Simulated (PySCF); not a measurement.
# The bond of BSb−, level by level

An exercise on one series of results from a longer session: the logs are not shown, and one member is left open.

The runs use PySCF 2.14.0; B aug-cc-pVDZ, Sb aug-cc-pVDZ-PP with ECP28, scalar-relativistic core potentials.

2 further runs of the same task are left out: 2 set aside as unsound or not needed.

Set-up of the first run:

Settings of the job:

| Property | Result |
| --- | --- |
| atoms | B, Sb |
| charge | -1 |
| basis | B aug-cc-pVDZ, Sb aug-cc-pVDZ-PP with ECP28 |
| Hamiltonian | scalar-relativistic core potentials |
| basis functions | 55 |
| electrons treated | 29 |
| masses in u | 11.0093, 120.9038 |
| levels | PBE0, PBE, r²SCAN, B97-3, BLYP, BP86, CAM-B3LYP, MP2, SCS-MP2, CCSD, CCSD(T) |
| grid | 80 radial by 434 angular points |
| occupations | held fixed by the projection of orbital angular momentum |
| dissociation limit | B + Sb−, each in its ground configuration |
| starting distance in angstrom | 2.280 |
| values of 2S to try | 1, 3 |

Launch:

```
> OMP_NUM_THREADS=1 python dia.py task.json out
```

Steps of the session up to this table: Set-up; PBE0 along the bond; Higher solutions at PBE0; PBE; r²SCAN; B97-3; BLYP; BP86; CAM-B3LYP; Correlated methods on the Hartree–Fock reference.

One of the session's tables, all rows but one given; the rest of the session is left out.

Energy (eV) from each level's lowest point:

| R (Å) | ROHF-MP2 | ROHF-SCS-MP2 | ROHF-CCSD | ROHF-CCSD(T) | PBE |
| --- | --- | --- | --- | --- | --- |
| 1.736 | 1.408 | 1.418 | n/a | n/a | 1.318 |
| 1.816 | 0.664 | 0.672 | 0.654 | 0.714 | 0.616 |
| 1.897 | ? | ? | ? | ? | ? |
| 1.958 | 0.065 | 0.068 | 0.063 | 0.084 | 0.059 |
| 2.018 | 0.000 | 0.000 | 0.000 | 0.003 | 0.000 |
| 2.079 | 0.015 | 0.011 | 0.015 | 0.000 | 0.015 |
| 2.159 | 0.132 | 0.121 | 0.124 | 0.087 | 0.119 |
| 2.260 | 0.392 | 0.370 | 0.356 | 0.293 | 0.340 |
| 2.381 | 0.819 | 0.775 | 0.712 | 0.621 | 0.680 |
| 2.543 | 1.492 | 1.412 | n/a | n/a | 1.179 |

Estimate the missing values for R (Å) = 1.897.

Worked estimate for «ROHF-MP2». A straight line through the neighbours (1.816, 0.664) and (1.958, 0.065) gives 0.664 + (0.065 − 0.664) × (1.897 − 1.816) / (1.958 − 1.816) = 0.322; a parabola fitted to 4 rows on both sides gives 0.219.

The run gave: ROHF-MP2: 0.233; ROHF-SCS-MP2: 0.239; ROHF-CCSD: 0.228; ROHF-CCSD(T): 0.266; PBE: 0.214. In «ROHF-MP2» the line misses by +0.089 and the parabola by -0.014.

Caveats from the session: Lowest PBE0 solution found, without spin–orbit coupling: ²Σ⁺ (doublet), unpaired electrons σ ↑. With spin–orbit coupling the term label itself may not hold. Warnings in the runs' records: inverted.
